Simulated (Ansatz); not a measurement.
# Na2Au: the cost of one run

Computed with Ansatz 0.2.0, driven from Python. Level of theory: DFT PBEsol, plane waves, PAW.

### Step 1. The structure

It takes space group I4/mcm (No. 140, tetragonal). Conventional cell: a = 7.417 Å, b = 7.417 Å, c = 5.522 Å, α = 90.00°, β = 90.00°, γ = 90.00°. Around Na (site symmetry m2m) lie 4 Au at 3.12 Å and 3 Na at 3.31 to 3.37 Å. Au (site symmetry 422) is surrounded by 2 Au at 2.76 Å and 8 Na at 3.12 Å.

No structure file is read: the coordinates are typed or built in the script.

### Step 2. Script

Contents of eos.py:

```python
"""Energy against volume for Na2Au, with a fit."""

import warnings

import ansatz as az
import numpy as np
from scipy.optimize import curve_fit

VECTORS = np.array([
    [-3.7085, 3.7085, 2.761],
    [3.7085, -3.7085, 2.761],
    [3.7085, 3.7085, -2.761],
])
SITES = [
    ("Na", (0.658, 0.158, 0.816)),
    ("Na", (0.158, 0.342, 0.5)),
    ("Na", (0.342, 0.842, 0.184)),
    ("Na", (0.842, 0.658, 0.5)),
    ("Au", (0.25, 0.25, 0.0)),
    ("Au", (0.75, 0.75, 0.0)),
]


def make_crystal(cell):
    crystal = az.Crystal(lattice=az.Lattice.of(cell))
    for symbol, position in SITES:
        crystal = crystal.atom(symbol, position)
    return crystal

def vinet(v, e0, v0, b0, b1):
    eta = (v / v0) ** (1 / 3)
    return e0 + 2 * b0 * v0 / (b1 - 1) ** 2 * (2 - (5 + 3 * b1 * (eta - 1) - 3 * eta) * np.exp(-1.5 * (b1 - 1) * (eta - 1)))


def main() -> None:
    warnings.simplefilter("ignore", az.DeckWarning)

    # scale the volume, keep shape and fractions
    volumes, energies = [], []
    for scale in np.linspace(0.9, 1.1, 9):
        cell = VECTORS * scale ** (1 / 3)
        calc = (
            make_crystal(cell).calculation()
            .functional("pbesol")
            .pseudopotentials("paw")
            .occupations("Marzari-Vanderbilt", width=0.05)  # the run then minimises F = E - TS
            .scf(tolerance=1e-05, max_iterations=150)
            .basis(500)  # cutoff of the orbital basis
            .kpoints(6, 6, 6)  # the mesh must be finer for metals
        )
        data = calc.run(threads=1).report
        volumes.append(abs(np.linalg.det(cell)) / len(SITES))
        energies.append(data["free_energy_ev"] / len(SITES))
        print(f"V = {volumes[-1]:8.4f} A^3/atom  F = {energies[-1]:.5f} eV/atom")

    guess = (min(energies), volumes[int(np.argmin(energies))], 0.5, 4.5)
    (e0, v0, b0, b1), _ = curve_fit(vinet, np.array(volumes), np.array(energies), p0=guess, maxfev=20000)
    print(f"Vinet fit: V0 = {v0:.4f} A^3/atom, B0 = {160.21766 * b0:.1f} GPa, B1 = {b1:.2f}")
    print("largest residual", round(1000 * float(np.abs(vinet(np.array(volumes), e0, v0, b0, b1) - energies).max()), 3), "meV/atom")


if __name__ == "__main__":
    main()
```

### Step 3. Launch

Command:

```
python eos.py
```

What time and memory should one allow on 1 thread of Arm Neoverse V2, shared host?

About 49 s, with a peak of 0.63 GiB.
